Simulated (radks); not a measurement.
# Si⁺ inside a hard spherical wall

An exercise on one series of results from a longer session: the logs are not shown, and one member is left open.

Program: radks (a radial shooting solver on a logarithmic mesh, Libxc functionals) version 1. Level of theory: scalar-relativistic Kohn-Sham, LDA (Slater exchange, VWN5 correlation), spin-polarised, spherical densities, point nucleus; open shells are filled with parallel spins first. These are calculated values, not measurements, unless marked.

### What is computed

```
element       : silicon (Z = 14)
charge        : +1
electrons     : 13
configuration : [Ne] 3s2 3p1
```

The outer shells:

Si⁺
```
[Ne] core
3s [↑↓]
3p [↑ ][  ][  ]
```

Set-up of the first run:

Settings of this run:

```text
Z 14
configuration [Ne] 3s2 3p1 4s0 3d0 4p0
relativity scalar-relativistic
functional lda,vwn5
spin polarised
nucleus point
c 137.035999084
```

Steps of the session up to this table: The free atom; Wall at 20 bohr; Wall at 15 bohr; Wall at 12 bohr; Wall at 7 bohr; Wall at 6 bohr; Wall at 4 bohr.

One of the session's tables, all rows but one given; the rest of the session is left out.

| R (bohr) | E − E(free) (eV) | ε(3p) (eV) | ε(4s, empty) (eV) | ε(4p, empty) (eV) |
| --- | --- | --- | --- | --- |
| free | 0.000 | -12.130 | -4.502 | -2.906 |
| 20 | 0.000 | -12.130 | -4.502 | -2.904 |
| 15 | 0.000 | -12.130 | -4.499 | -2.875 |
| 12 | ? | ? | ? | ? |
| 7 | 0.032 | -12.061 | -2.625 | 0.502 |
| 6 | 0.163 | -11.853 | -0.350 | 3.625 |
| 4 | 4.158 | -8.383 | 18.769 | 25.606 |

**Question.** Estimate the row for R (bohr) = 12.

Worked estimate for «E − E(free) (eV)». A straight line through the neighbours (15, 0.000) and (7, 0.032) gives 0.000 + (0.032 − 0.000) × (12 − 15) / (7 − 15) = 0.012; a parabola fitted to 4 rows on both sides gives 0.003.

The run gave: E − E(free) (eV): 0.000; ε(3p) (eV): -12.130; ε(4s, empty) (eV): -4.465; ε(4p, empty) (eV): -2.726. In «E − E(free) (eV)» the line misses by +0.012 and the parabola by +0.003.

In words: Eigenvalues are for spin up. Shells are not refilled when levels cross, and a hard wall is a model, not a crystal.
